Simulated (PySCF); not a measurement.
# Lu2O3: forces at shaken geometries

How stiff is Lu2O3? Its atoms are displaced at random by several amounts. The species was built from a template and needn't be a known compound.

Computed with PySCF 2.14.0. Level: BP86, Lu lcecp-1-SVP with ECP60, O def2-SVP; scalar-relativistic core potentials, no spin–orbit coupling.

1 further run of the same task is left out (for a known fault of the program).

## Step 1: Starting geometry

5 atoms, charge 0, spin multiplicity 1.

Bond lengths: Lu1–Lu2 2.682 Å, Lu1–O3 2.044 Å, Lu1–O4 2.044 Å, Lu1–O5 2.044 Å, Lu2–O3 2.044 Å, Lu2–O4 2.044 Å, Lu2–O5 2.044 Å. Angles: Lu2–Lu1–O3 49.0°, Lu2–Lu1–O4 49.0°, Lu2–Lu1–O5 49.0°, O3–Lu1–O4 81.6°, O3–Lu1–O5 81.6°, O4–Lu1–O5 81.6°, Lu1–Lu2–O3 49.0°, Lu1–Lu2–O4 49.0°, Lu1–Lu2–O5 49.0°, O3–Lu2–O4 81.6°, O3–Lu2–O5 81.6°, O4–Lu2–O5 81.6°, Lu1–O3–Lu2 82.0°, Lu1–O4–Lu2 82.0°, Lu1–O5–Lu2 82.0°.

As a file:

```xyz
5

Lu    0.0000    0.0000    1.3409
Lu    0.0000    0.0000   -1.3409
O     1.5426    0.0000    0.0000
O    -0.7713    1.3359    0.0000
O    -0.7713   -1.3359    0.0000
```

Formal oxidation states: Lu +3. Each metal's 14 4f electrons lie in its core potential, so multiplicities, spins and levels count the valence alone. An earlier session relaxed this geometry at BP86, Lu lcecp-1-SVP with ECP60, O def2-SVP (singlet, point group D3h).

Its energy there is -305.835234 Eh.

## Step 2: Atoms moved at random, σ = 0.15 Å

run.py (the lines that set the calculation) reads:

```python
mol = gto.M(atom='''
Lu     0.27645     0.11159     1.32580
Lu     0.16697    -0.18120    -1.18857
O      1.31701     0.06593    -0.20110
O     -0.87717     1.23722    -0.04656
O     -0.88327    -1.23353     0.11042''',
    basis={'Lu': 'lcecp-1-SVP', 'O': 'def2-SVP'},
    ecp={'Lu': 'lcecp-1-SVP'},
    charge=0, spin=0)
mf = dft.RKS(mol, xc='B88,P86')
mf.grids.atom_grid = (50, 194)  # f atoms: unpruned, at least (60, 302)
mf = mf.density_fit()  # fitting sets: Lu AutoAux, O def2-universal-JKFIT
mf.conv_tol = 1e-08; mf.max_cycle = 55
mf.kernel(dm0)  # dm0: the density of the relaxed state
```

Command:

```bash
> OMP_NUM_THREADS=2 python run.py
```

## Step 3: Atoms moved at random, σ = 0.03 Å

run.py (the lines that set the calculation) reads:

```python
mol = gto.M(atom='''
Lu     0.04578    -0.02061     1.31022
Lu     0.00897    -0.01420    -1.36308
O      1.54284     0.00298     0.06419
O     -0.81191     1.38414    -0.02558
O     -0.78568    -1.35232     0.01425''',
    basis={'Lu': 'lcecp-1-SVP', 'O': 'def2-SVP'},
    ecp={'Lu': 'lcecp-1-SVP'},
    charge=0, spin=0)
mf = dft.RKS(mol, xc='B88,P86')
mf.grids.atom_grid = (50, 194)  # f atoms: unpruned, at least (60, 302)
mf = mf.density_fit()  # fitting sets: Lu AutoAux, O def2-universal-JKFIT
mf.conv_tol = 1e-08; mf.max_cycle = 55
mf.kernel(dm0)  # dm0: the density of the relaxed state
```

## Step 4: Atoms moved at random, σ = 0.06 Å

run.py (the lines that set the calculation) reads:

```python
mol = gto.M(atom='''
Lu     0.09581    -0.02267     1.29487
Lu    -0.03812     0.03921    -1.33422
O      1.50111    -0.03696     0.04711
O     -0.69327     1.27201     0.01233
O     -0.86552    -1.25160    -0.02008''',
    basis={'Lu': 'lcecp-1-SVP', 'O': 'def2-SVP'},
    ecp={'Lu': 'lcecp-1-SVP'},
    charge=0, spin=0)
mf = dft.RKS(mol, xc='B88,P86')
mf.grids.atom_grid = (50, 194)  # f atoms: unpruned, at least (60, 302)
mf = mf.density_fit()  # fitting sets: Lu AutoAux, O def2-universal-JKFIT
mf.conv_tol = 1e-08; mf.max_cycle = 55
mf.kernel(dm0)  # dm0: the density of the relaxed state
```

Before running it: what results should come out? Wanted: for each run, σ; energy rise; harmonic estimate −½ F·u; largest force component.

The runs gave:

| σ (Å) | energy rise (eV) | harmonic estimate −½ F·u (eV) | largest force component (eV/Å) |
| --- | --- | --- | --- |
| 0.15 | 6.004 | 7.882 | 22.89 |
| 0.03 | 0.161 | 0.164 | 1.33 |
| 0.06 | 0.384 | 0.426 | 3.76 |

Every displacement raises the energy. For a harmonic well the rise equals −½ F·u; the two differ by at most 31 % here (a move with σ = 0.15 Å), from anharmonicity, the grid and the small forces left at the relaxed point. The bases are small and lack diffuse functions. Spin–orbit coupling is left out.
